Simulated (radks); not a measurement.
# Ionisation of Ar: one atom, several choices of exchange strength α

An exercise on one series of results from a longer session: the logs are not shown, and one member is left open.

Method: non-relativistic Kohn-Sham, spin-unpolarised, spherical densities, point nucleus. Code: radks (a radial shooting solver on a logarithmic mesh, Libxc functionals) version 1.

## The system

- element: argon (Z = 18)
- charge: 0
- electrons: 18
- configuration: [Ar]
- ion: Ar⁺, [Ne] 3s2 3p5
- choices: α = 0.568; α = 0.577; α = 0.58; α = 0.593; α = 0.667; α = 0.702; α = 0.858; α = 0.87

The outer shells:

Ar
```
[Ne] core
3s [↑↓]
3p [↑↓][↑↓][↑↓]
```

Ar⁺
```
[Ne] core
3s [↑↓]
3p [↑↓][↑↓][↑ ]
```

The first run:

The run's settings:

```text
Z 18
configuration [Ar]
relativity non-relativistic
functional xalpha 0.568
spin unpolarised
nucleus point
```

Steps of the session up to this table: α = 0.568: Ar.

One of the session's tables, all rows but one given; the rest of the session is left out.

It belongs to the step «α = 0.568: Ar». From the orbitals of this run (lengths in bohr):

| level | <r> | outermost maximum (interpolated) | 90 % within | nodes |
| --- | --- | --- | --- | --- |
| 1s | ? | ? | ? | ? |
| 2s | 0.4203 | 0.343 | 0.657 | 1 |
| 2p | 0.3810 | 0.283 | 0.632 | 0 |
| 3s | 1.432 | 1.19 | 2.19 | 2 |
| 3p | 1.722 | 1.30 | 2.77 | 1 |

Q: Estimate the row for 1s from the others.

**Answer.** <r>: 0.08661; outermost maximum (interpolated): 0.0568; 90 % within: 0.155; nodes: 0. In the column «<r>» it is the lowest.

Limits of these values: Spin polarisation and multiplet splitting are left out, so open shells lie too high by an amount that depends on their filling.
